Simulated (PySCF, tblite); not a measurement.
# C2H10B2SSi: geometry, infrared bands and NMR shifts

Wanted: the infrared bands and NMR shifts of C2H10B2SSi (`BBCCS[SiH3]`), by calculation.

Computed with tblite 0.8.0 and PySCF 2.14.0, with density-fitted response routines of our own, on a single molecule in the gas phase. Atoms are numbered from 0 throughout.

### Step 1. The starting structure

16 atoms, charge 0, multiplicity 1; geometry from: force field or distance geometry start.

Bonds of the start (Å): B0–B1 1.69, B1–C2 1.58, C2–C3 1.50, C3–S4 1.82, S4–Si5 2.16, B0–H6 1.17, B0–H7 1.21, B1–H8 1.19, C2–H9 1.11, C2–H10 1.13, C3–H11 1.11, C3–H12 1.13, Si5–H13 1.46, Si5–H14 1.50, Si5–H15 1.46.

### Step 2. Relaxing the molecule with GFN2-xTB

What the job is given:

```
{"job": {"kind": "relax", "xc": "GFN2-xTB", "basis": "xTB"}, "charge": 0, "multiplicity": 1}
B      2.825800    -0.675400     0.353900
B      1.860400     0.439200    -0.474400
C      0.428200     0.703300     0.140700
C     -0.078000    -0.478600     0.911900
S     -1.735700    -0.154900     1.589700
Si    -3.033400    -0.014800    -0.133100
H      3.807400    -1.115300    -0.099100
H      2.700300    -0.618900     1.552600
H      2.434500     1.388200    -0.893300
H      0.441700     1.644600     0.720500
H     -0.271600     0.833800    -0.738500
H     -0.194500    -1.330300     0.210700
H      0.633200    -0.764500     1.740700
H     -4.406900     0.291300     0.248900
H     -2.458800     1.099800    -0.948800
H     -2.960100    -1.238600    -0.926400
```

Run with:

```bash
> OMP_NUM_THREADS=1 python probes_run.py task.json out
```

One launch serves the whole session: the jobs run in the order shown.

**Question.** This job is followed by: GFN2-xTB harmonic vibrations, gas phase; GIAO PBE0/pcSseg-1 NMR shielding, non-relativistic, gas phase. Predict these results of the whole session: strongest single infrared mode (GFN2-xTB); zero-point energy (GFN2-xTB); ¹³C shifts against TMS (PBE0/pcSseg-1); ¹H shifts against TMS (PBE0/pcSseg-1, means over atoms taken as alike); ¹¹B shifts against BF3·OEt2 (PBE0/pcSseg-1); ³³S shifts against CS2 (PBE0/pcSseg-1); ²⁹Si shifts against TMS (PBE0/pcSseg-1).

**Answer**, as computed:

```
                                                              quantity                              value
                             strongest single infrared mode (GFN2-xTB)               783 cm⁻¹, 496 km/mol
                                          zero-point energy (GFN2-xTB)                      70.0 kcal/mol
                                ¹³C shifts against TMS (PBE0/pcSseg-1)                     43.9, 38.8 ppm
¹H shifts against TMS (PBE0/pcSseg-1, means over atoms taken as alike)  10.23, 9.56, 4.63, 2.68, 2.15 ppm
                           ¹¹B shifts against BF3·OEt2 (PBE0/pcSseg-1)                   107.5, 105.4 ppm
                                ³³S shifts against CS2 (PBE0/pcSseg-1)                           -138 ppm
                               ²⁹Si shifts against TMS (PBE0/pcSseg-1)                          -53.6 ppm
```

Over 116 steps the energy fell by 0.793 eV; of the close pairs, B0–B1 changed most, 1.691 to 1.621 Å. No mode is imaginary among the 42: a minimum at this level. The strongest single mode, at 783 cm⁻¹, is carried by H14, H13, H15. GFN2-xTB is a fitted tight-binding method: band positions and strengths are rough. Its intensities can rank the bands wrongly. At PBE0/pcSseg-1: The widest tensor belongs to S4: span 461 ppm, with a paramagnetic part of -416 ppm.
